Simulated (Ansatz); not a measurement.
# Sn₂H₆: how energies converge with the basis set

How large a basis does Sn₂H₆ need? Two functionals are run in growing sets.

Program: Ansatz 0.2.0, Gaussian basis. Level of theory: one geometry, several basis sets. These are calculated values, not measurements.

The runs, in order: PBE0-D4/def2-SVP; ωB97M-V/def2-SVP; PBE0-D4/def2-QZVPP; ωB97M-V/def2-QZVPP; the functionals' def2-TZVPP values are taken from earlier runs.

## Step 1: The geometry

All runs share one geometry, relaxed beforehand with PBE0-D4 in a triple-zeta def2 set. Sn takes the def2 core potential; no spin-orbit term is included.

SMILES `[SnH3][SnH3]`, 8 atoms, charge 0, spin multiplicity 1.

Atoms are counted from 1 here; the program's logs count them from 0.

Bond lengths: Sn1–Sn2 2.767 Å, Sn1–H3 1.707 Å, Sn1–H4 1.707 Å, Sn1–H5 1.707 Å, Sn2–H6 1.707 Å, Sn2–H7 1.707 Å, Sn2–H8 1.707 Å. Angles: Sn2–Sn1–H3 110.6°, Sn2–Sn1–H4 110.6°, Sn2–Sn1–H5 110.6°, H3–Sn1–H4 108.3°, H3–Sn1–H5 108.3°, H4–Sn1–H5 108.3°, Sn1–Sn2–H6 110.6°, Sn1–Sn2–H7 110.6°, Sn1–Sn2–H8 110.6°, H6–Sn2–H7 108.3°, H6–Sn2–H8 108.3°, H7–Sn2–H8 108.3°.

## Step 2: PBE0-D4 in def2-SVP

in.yaml reads:

```yaml
crystal:
  periodic: [false, false, false]
  atoms:
    - {symbol: Sn, position_ang: [-0.740533, 0.491617, -1.055358]}
    - {symbol: Sn, position_ang: [0.763750, -0.506060, 1.041233]}
    - {symbol: H, position_ang: [-0.532556, -0.465151, -2.454209]}
    - {symbol: H, position_ang: [-2.400053, 0.500118, -0.653581]}
    - {symbol: H, position_ang: [-0.270352, 2.090928, -1.424978]}
    - {symbol: H, position_ang: [0.541079, 0.440751, 2.444615]}
    - {symbol: H, position_ang: [2.425085, -0.497820, 0.647087]}
    - {symbol: H, position_ang: [0.305778, -2.111483, 1.399489]}
basis:
  gaussian: {orbitals: def2-SVP}
hamiltonian: {xc: pbe0, dispersion: d4}
output: {orbitals: {seedname: orbitals}}
```

Started as:

```console
> ansatz run in.yaml --threads 2 --pin off --events-out ev --progress --plain --max-ram 4352MiB
```

After this run come: ωB97M-V in def2-SVP; PBE0-D4 in def2-QZVPP; ωB97M-V in def2-QZVPP.

**Question.** What will the summary of the whole plan be? Wanted: PBE0-D4: double and triple zeta above quadruple; ωB97M-V: double and triple zeta above quadruple.

As calculated:

| quantity | value |
| --- | --- |
| PBE0-D4: double and triple zeta above quadruple | 0.65, 0.11 eV |
| ωB97M-V: double and triple zeta above quadruple | 0.80, 0.12 eV |

**Reading.** For PBE0-D4 the step from double to triple zeta gains 0.54 eV and the next only 0.11 eV. These are total energies; as a rule much of such shifts cancels in differences, which this series doesn't test. The LUMO of ωB97M-V is positive and keeps falling with the basis (1.43 to 0.61 eV): an unbound level that the basis holds in place.
